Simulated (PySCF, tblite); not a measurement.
**C3H11FOSi3: geometry, infrared bands and NMR shifts**

What infrared bands and NMR shifts should C3H11FOSi3 (`C[SiH2]/C(F)=C\[SiH2]O[SiH3]`) show?

Programs: tblite 0.8.0 and PySCF 2.14.0, with density-fitted response routines of our own. Each step states its level of theory. These are calculated values for one molecule in the gas phase, unless marked as measured. Atoms are numbered from 0 throughout.

### Step 1. Starting geometry

19 atoms, charge 0, multiplicity 1; geometry from: force field or distance geometry start.

Bonds of the start (Å): C0–Si1 1.85, Si1–C2 1.85, C2–F3 1.34, C2–C4 1.35, C4–Si5 1.83, Si5–O6 1.66, O6–Si7 1.65, C0–H8 1.10, C0–H9 1.11, C0–H10 1.09, Si1–H11 1.49, Si1–H12 1.47, C4–H13 1.08, Si5–H14 1.48, Si5–H15 1.48, Si7–H16 1.49, Si7–H17 1.48, Si7–H18 1.48.

### Step 2. Relaxing the molecule with GFN2-xTB

Job settings and geometry (Å):

```
{"job": {"kind": "relax", "xc": "GFN2-xTB", "basis": "xTB"}, "charge": 0, "multiplicity": 1}
C      1.612100     0.915500     1.940100
Si     2.078700    -0.060700     0.438100
C      1.238800    -1.711200     0.412900
F      1.899600    -2.702200     1.024300
C      0.049200    -2.045100    -0.129700
Si    -1.176000    -1.040500    -1.055200
O     -1.497400     0.395400    -0.297000
Si    -2.449600     1.724400    -0.520400
H      1.873600     0.388400     2.864000
H      0.522100     1.107800     1.967000
H      2.110200     1.884800     1.950200
H      3.551800    -0.270400     0.444900
H      1.749800     0.706300    -0.771200
H     -0.262000    -3.077900    -0.042500
H     -0.657900    -0.749300    -2.409500
H     -2.430200    -1.811000    -1.174000
H     -3.880100     1.315400    -0.512800
H     -2.129400     2.343000    -1.826600
H     -2.213000     2.696600     0.572500
```

On the command line:

```bash
> OMP_NUM_THREADS=1 python probes_run.py task.json out
```

The driver reads the jobs from task.json and runs them one after another.

**Question.** This job is followed by: GFN2-xTB harmonic vibrations, gas phase; GIAO PBE0/pcSseg-1 NMR shielding, non-relativistic, gas phase. What will the session give for the following? strongest single infrared mode (GFN2-xTB); zero-point energy (GFN2-xTB); 13C shifts against TMS (PBE0/pcSseg-1); 1H shifts against TMS (PBE0/pcSseg-1, means over atoms taken as alike); 29Si shifts against TMS (PBE0/pcSseg-1); 19F shifts against CFCl3 (PBE0/pcSseg-1); 17O shifts against H2O (PBE0/pcSseg-1).

The runs gave:

| quantity | value |
| --- | --- |
| strongest single infrared mode (GFN2-xTB) | 2264 cm⁻¹, 677 km/mol |
| zero-point energy (GFN2-xTB) | 76.0 kcal/mol |
| 13C shifts against TMS (PBE0/pcSseg-1) | 191.8, 120.7, -5.9 ppm |
| 1H shifts against TMS (PBE0/pcSseg-1, means over atoms taken as alike) | 6.09, 5.30, 5.17, 4.46, 0.48 ppm |
| 29Si shifts against TMS (PBE0/pcSseg-1) | -35.4, -44.0, -51.8 ppm |
| 19F shifts against CFCl3 (PBE0/pcSseg-1) | -42.6 ppm |
| 17O shifts against H2O (PBE0/pcSseg-1) | 13.8 ppm |

In words: The optimisation took 87 steps and gained 0.253 eV; among the close pairs (by a distance rule), Si1–C2 changed most, from 1.852 to 1.899 Å. The lowest mode is imaginary (51i cm⁻¹), so the xTB geometry is not a minimum. GFN2-xTB is a fitted tight-binding method: band positions and strengths are rough. Its intensities can rank the bands wrongly. The most deshielded hydrogen is H13 (hydrogen on an alkene CH), at 6.09 ppm: olefinic region. At PBE0/pcSseg-1: The widest tensor belongs to F3: span 259 ppm, with a paramagnetic part of -262 ppm.
